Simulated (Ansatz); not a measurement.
# C₃H₅FOSi: one species, many methods

How much do the methods differ for C₃H₅FOSi? The plan is to run it at one geometry with functionals of several rungs and with coupled cluster. The yardstick is the atomisation energy at the CCSD(T) limit.

Computed with Ansatz 0.2.0, Gaussian basis. Level: functionals in def2-TZVPP, the program's frozen cores in correlated methods.

Plan: PBE-D4, r2SCAN-D4, PBE0-D4, B3LYP-D4, ωB97X-V, ωB97M-V, B2PLYP; CCSD(T)/def2-TZVPP; MP2/def2-QZVPP; extrapolation to the limit.

## (1) Structure used throughout

The geometry comes from an earlier relaxation with PBE0-D4/def2-TZVP; it is a stationary point, not always the lowest conformer.

SMILES `FC1=CO[SiH2]C1`, 11 atoms, charge 0, spin multiplicity 1.

Atoms are counted from 1 here; the program's logs count them from 0.

Bond lengths: F1–C2 1.341 Å, C2–C3 1.330 Å, C2–C6 1.490 Å, C3–O4 1.373 Å, C3–H7 1.081 Å, O4–Si5 1.681 Å, Si5–C6 1.890 Å, Si5–H8 1.483 Å, Si5–H9 1.483 Å, C6–H10 1.094 Å, C6–H11 1.094 Å. Angles: F1–C2–C3 122.4°, F1–C2–C6 119.1°, C3–C2–C6 118.4°, C2–C3–O4 117.7°, C2–C3–H7 126.2°, O4–C3–H7 116.1°, C3–O4–Si5 108.7°, O4–Si5–C6 97.1°, O4–Si5–H8 110.2°, O4–Si5–H9 110.2°, C6–Si5–H8 114.6°, C6–Si5–H9 114.7°, H8–Si5–H9 109.5°, C2–C6–Si5 98.0°, C2–C6–H10 111.9°, C2–C6–H11 111.9°, Si5–C6–H10 113.6°, Si5–C6–H11 113.6° and more.

## (2) PBE-D4 (GGA)

The input, in.yaml:

```yaml
crystal:
  periodic: [false, false, false]
  atoms:
    - {symbol: F, position_ang: [1.480777, -0.028755, -2.013542]}
    - {symbol: C, position_ang: [0.791626, -0.127569, -0.867630]}
    - {symbol: C, position_ang: [1.159421, -0.941551, 0.117496]}
    - {symbol: O, position_ang: [0.382778, -0.965587, 1.249187]}
    - {symbol: Si, position_ang: [-0.896027, 0.106482, 1.049587]}
    - {symbol: C, position_ang: [-0.431973, 0.702233, -0.683213]}
    - {symbol: H, position_ang: [2.020908, -1.595371, 0.117451]}
    - {symbol: H, position_ang: [-2.187782, -0.617830, 1.127671]}
    - {symbol: H, position_ang: [-0.852313, 1.155459, 2.096883]}
    - {symbol: H, position_ang: [-0.210357, 1.772613, -0.733776]}
    - {symbol: H, position_ang: [-1.191557, 0.482777, -1.439615]}
basis:
  gaussian: {orbitals: def2-TZVPP}
hamiltonian: {xc: pbe, dispersion: d4}
output: {forces: true, orbitals: {seedname: orbitals}}
```

Run with:

```sh
$ ansatz run in.yaml --threads 4 --pin off --events-out ev --progress --plain --max-ram 10444MiB
```

After this run come: r2SCAN-D4 (meta-GGA); PBE0-D4 (hybrid); B3LYP-D4 (hybrid); ωB97X-V (range-separated); ωB97M-V (range-separated); B2PLYP (double hybrid); CCSD(T) in def2-TZVPP; MP2 in def2-QZVPP.

Before running them: what should the planned runs give, taken together? Wanted: atomisation energy, CCSD(T)/CBS; farthest; mean size of error, hybrid; mean size of error, range-separated; gap, smallest and largest; T1 diagnostic; triples share of the correlation energy.

As calculated:

```
                               quantity                                 value
        atomisation energy, CCSD(T)/CBS                         4504.7 kJ/mol
 functionals within 22.5 kJ/mol (0.5 %)            B3LYP-D4, ωB97X-V, ωB97M-V
                               farthest                PBE-D4 (+133.1 kJ/mol)
             mean size of error, hybrid                           18.7 kJ/mol
    mean size of error, range-separated                           20.5 kJ/mol
              gap, smallest and largest  4.35 eV (PBE-D4), 10.83 eV (ωB97X-V)
                          T1 diagnostic                                0.0128
triples share of the correlation energy                                 3.9 %
```

PBE-D4 is off by +133.1 kJ/mol, about 12.1 kJ/mol a bond. Double hybrids carry the basis error of their MP2 part in triple zeta, and no dispersion term here, so their miss is partly the set-up's. Misses under about 22.5 kJ/mol are within the doubt on the reference itself, which lacks core-valence correlation, relativity and higher excitations. Hartree-Fock recovers 72 % of the binding; the rest is correlation. Orbital gaps span 4.4 to 10.8 eV; exact exchange widens them.
